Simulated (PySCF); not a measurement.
# C2H6Se2 (dimethyl diselenide): the cost of one run

The runs use PySCF 2.14.0, with density-fitted response routines of our own; the level of theory stands in each step. All values are computed, except where a source is named. Atoms are numbered from 0 throughout.

### 1 The molecule as given

10 atoms, charge 0, multiplicity 1; geometry from: GFN2-xTB. The atoms were then displaced at random by about 0.01 Å, so the start is not that level's minimum.

Bonds of the start (Å): C0–Se1 2.00, Se1–Se2 2.30, Se2–C3 1.94, C0–H4 1.08, C0–H5 1.08, C0–H6 1.07, C3–H7 1.09, C3–H8 1.06, C3–H9 1.12.

### 2 Optimising the geometry at PBE0-D3(BJ)/def2-TZVP

Job settings and geometry (Å):

```
{"job": {"xc": "PBE0", "basis": "def2-TZVP", "d3": "d3bj", "grid": 2, "shake": 0.01, "kind": "geom"}, "charge": 0, "multiplicity": 1}
C      2.051780    -0.027970     0.116830
Se     0.746370     1.489170    -0.001200
Se    -1.116280     0.533090     0.950840
C     -1.959190    -0.210710    -0.633960
H      2.998030     0.377060    -0.197030
H      1.719000    -0.794010    -0.561340
H      2.079400    -0.362170     1.137640
H     -2.075320     0.572400    -1.384740
H     -1.417930    -1.042380    -1.000130
H     -2.975420    -0.555400    -0.300800
```

On the command line:

```
$ OMP_NUM_THREADS=1 python probes_run.py task.json out
```

The driver reads the jobs from task.json and runs them one after another.

**Question.** How long does this first job take on 1 thread of Arm Neoverse V1, shared host, and how much memory does it need?

About 2.6 min, with a peak of 0.85 GiB.
